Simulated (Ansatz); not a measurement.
Task: energies of removing a hydrogen of C2H7BS, SMILES CB(C)S, with Ansatz 0.2.0 through its Python package. Give the script and its output. Settings (for the species named): CAM-B3LYP, def2-SVP basis, multiplicity 1.

The script reads `c2h7bs.xyz`:
```text
11

C    -0.09560    1.17200   -0.78020
B    -0.30680   -0.19170   -0.06870
C     0.44280   -0.48820    1.27010
S    -1.34050   -1.50240   -0.81840
H     0.92330    1.37090   -1.07480
H    -0.48030    2.04070   -0.11110
H    -0.73080    1.24280   -1.71220
H    -0.21640   -0.70110    2.08040
H     1.14900   -1.34510    1.17910
H     1.08470    0.39160    1.60540
H    -0.36400   -2.04640   -1.54900
```

`c2h7bs.py`:
```python
# -*- coding: utf-8 -*-
'''X-H bond energies of C2H7BS without relaxation.'''

import ansatz as az


def single_point(molecule, charge=0, unpaired=0):
    calc = (
        molecule.calculation()
        .basis(gaussian='def2-SVP')
        .functional('cam_b3lyp')
    )
    if charge:
        calc = calc.charge(charge)
    if unpaired:
        calc = calc.spin('collinear', total=unpaired)
    return calc.run().report['free_energy_ev']

def without(molecule, index):
    rest = az.Crystal.molecule()
    for i, site in enumerate(molecule.cartesian_sites):
        if i != index:
            rest = rest.atom(site.symbol, site.position_ang)
    return rest

c2h7bs = az.Crystal.molecule_from_extxyz('c2h7bs.xyz')

whole = single_point(c2h7bs, 0)
hydrogen = single_point(az.Crystal.molecule().atom('H', (0, 0, 0)), 0, 1)
print(f'E(molecule) = {whole:.5f} eV, E(H) = {hydrogen:.5f} eV')
for index in [9, 10]:
    radical = single_point(without(c2h7bs, index), 0, 1)
    print(f'H{index}: homolysis {23.060548 * (radical + hydrogen - whole):.1f} kcal/mol')
```

```console
$ python c2h7bs.py
E(molecule) = -13693.18890 eV, E(H) = -13.54842 eV
H9: homolysis 111.6 kcal/mol
H10: homolysis 71.5 kcal/mol
```

The settings weren't tested for convergence. The geometry is a force-field or estimated start, not a minimum of this method, and the basis set is short of its limit. All parts are taken at fixed geometry, without zero-point energy. Finished in 16 s on 1 thread of Intel(R) Xeon(R) Platinum 8259CL CPU @ 2.50GHz (Skylake/Cascade Lake), with other jobs on the host, peak memory 0.31 GiB.
